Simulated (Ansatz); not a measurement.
# LaP2Ru2 (collapsed cell, unloaded): the cost of one run

Method: DFT r2SCAN, scalar-relativistic, plane waves, PAW, in Ansatz 0.2.0.

## (1) The system as given

Symmetry: I4/mmm, No. 139, tetragonal system. The conventional cell has a = 4.013 Å, b = 4.013 Å, c = 9.720 Å, α = 90.00°, β = 90.00°, γ = 90.00°. Around La (site symmetry 4/mmm) lie 8 P at 3.11 Å and 8 Ru at 3.15 Å. Around Ru (site symmetry -4m2) lie 4 P at 2.32 Å. P (site symmetry 4mm) is surrounded by 4 Ru at 2.32 Å and 1 P at 2.53 Å and 4 La at 3.11 Å.

Structure file:

```
La Ru P
1.0
    -2.00640    2.00640    4.86017
     2.00640   -2.00640    4.86017
     2.00640    2.00640   -4.86017
La Ru P
1 2 2
Direct
  0.00000 0.00000 0.00000
  0.75000 0.25000 0.50000
  0.25000 0.75000 0.50000
  0.36984 0.36984 0.00000
  0.63016 0.63016 0.00000
```

## (2) Cell and atoms relaxed at 14 GPa

Contents of input.yaml:

```yaml
crystal:
  lattice:
    - [-2.006399, 2.006399, 4.860167]
    - [2.006399, -2.006399, 4.860167]
    - [2.006399, 2.006399, -4.860167]
  atoms:
    - { symbol: La, position: [0.0, 0.0, 0.0] }
    - { symbol: Ru, position: [0.75, 0.25, 0.5] }
    - { symbol: Ru, position: [0.25, 0.75, 0.5] }
    - { symbol: P, position: [0.36984, 0.36984, 0.0] }
    - { symbol: P, position: [0.63016, 0.63016, 0.0] }
scf:
  occupations: { method: gaussian, width: 0.03 }
output:
  forces: true
  stress: true
  eigenvalues: true
  write_density: true
  write_potential: true
  elf: true
  volumetric_format: npy
hamiltonian:
  xc: r2scan
basis:
  ecutwfc: 420
kpoints:
  mp_grid: { grid: [14, 14, 14] }
relax:
  f_tol: 0.002
  max_steps: 60
  cell: { stress_tol: 0.01, p_target: 14 }
```

Started as:

```bash
$ ansatz run input.yaml --threads 4 --pin off --max-ram 10240MiB --backend cpu --events-out ev --progress --plain --runs-dir out
```

Q: Estimate wall time and peak memory on 4 threads of Intel Xeon Platinum 8259CL at 2.50GHz (Skylake/Cascade Lake), shared host.

About 40 s, with a peak of 1.1 GiB.
